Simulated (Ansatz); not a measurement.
**Nb(NH)Cl3 (Cl₃HNNb): geometry, orbitals and charge**

What does Nb(NH)Cl3 (Cl₃HNNb) look like as a singlet, and where do its frontier electrons sit?

Program: Ansatz 0.2.0, Gaussian basis. Level of theory: RKS PBE0-D4/def2-TZVP. These are calculated values, not measurements.

The runs, in order: relaxation at PBE0-D4/def2-SVP; a search for the lowest solution at PBE0-D4/def2-SVP; a single point at PBE0-D4/def2-TZVP; harmonic vibrations at PBE0-D4/def2-SVP.

2 further runs of the same task are left out: 2 set aside as unsound or not needed. Runs told in other sessions of the task aren't counted.

**1. The starting structure**

6 atoms, charge 0, spin multiplicity 1.

Atoms are counted from 1 here; the program's logs count them from 0.

Bond lengths: Nb1–N2 1.761 Å, Nb1–Cl4 2.212 Å, Nb1–Cl5 2.212 Å, Nb1–Cl6 2.212 Å, N2–H3 1.019 Å. Angles: N2–Nb1–Cl4 112.5°, N2–Nb1–Cl5 112.5°, N2–Nb1–Cl6 112.5°, Cl4–Nb1–Cl5 106.3°, Cl4–Nb1–Cl6 106.3°, Cl5–Nb1–Cl6 106.2°, Nb1–N2–H3 179.9°.

Formally the metal is d0. Nb takes a core potential in the def2 sets. No spin-orbit coupling is included.

The start is a GFN2-xTB geometry.

**2. Relaxation at PBE0-D4/def2-SVP**

in.yaml

```yaml
crystal:
  periodic: [false, false, false]
  atoms:
    - {symbol: Nb, position_ang: [-0.004110, -0.001850, -0.333300]}
    - {symbol: N, position_ang: [0.017830, 0.008060, 1.427660]}
    - {symbol: H, position_ang: [0.031930, 0.014840, 2.446600]}
    - {symbol: Cl, position_ang: [2.028430, -0.002720, -1.206650]}
    - {symbol: Cl, position_ang: [-1.040920, 1.760350, -1.177980]}
    - {symbol: Cl, position_ang: [-1.033160, -1.778670, -1.156330]}
basis:
  gaussian: {orbitals: def2-SVP}
hamiltonian: {xc: pbe0, dispersion: d4}
scf: {omitted_lower_state_checks: [starts]}
output: {orbitals: {seedname: orbitals}}
relax: {f_tol: 0.02, max_steps: 100}
```

The run is started by

```bash
ansatz run in.yaml --threads 4 --pin off --events-out ev --progress --plain --max-ram 3916MiB
```

After this run come: Searching for the lowest solution, PBE0-D4/def2-SVP; Single point, PBE0-D4/def2-TZVP; Harmonic vibrations.

**Question.** What will the summary of the whole plan be? Wanted: point group; near neighbours of the metal; HOMO, LUMO at PBE0-D4/def2-TZVP; charge on the metal; dipole at PBE0-D4/def2-SVP; lowest, highest wavenumber.

As calculated:

```
                                         quantity                                value
                                      point group                                  C3v
                     near neighbours of the metal  N 1.72, Cl 2.29, Cl 2.29, Cl 2.29 Å
                  HOMO, LUMO at PBE0-D4/def2-TZVP                      -8.85, -2.85 eV
charge on the metal (Mulliken, PBE0-D4/def2-TZVP)                              +1.48 e
                       dipole at PBE0-D4/def2-SVP                               1.71 D
                       lowest, highest wavenumber                       100, 3656 cm⁻¹
```

In words: The molecule keeps its bonding pattern by the stored test; the atoms moved 0.15 Å (rms). The metal has 4 near neighbours by the distance rule, from 1.72 to 2.29 Å. The Mulliken charge of the metal, +1.48 e, depends on the basis and isn't its oxidation state. All wavenumbers are real: a minimum at this level. The HOMO lies nearest to N2 44 %; Cl4, Cl5 about 23 % each and the LUMO to Nb1 64 %; Cl5, Cl6 about 12 % each. Whether this spin is the lowest isn't tested here.
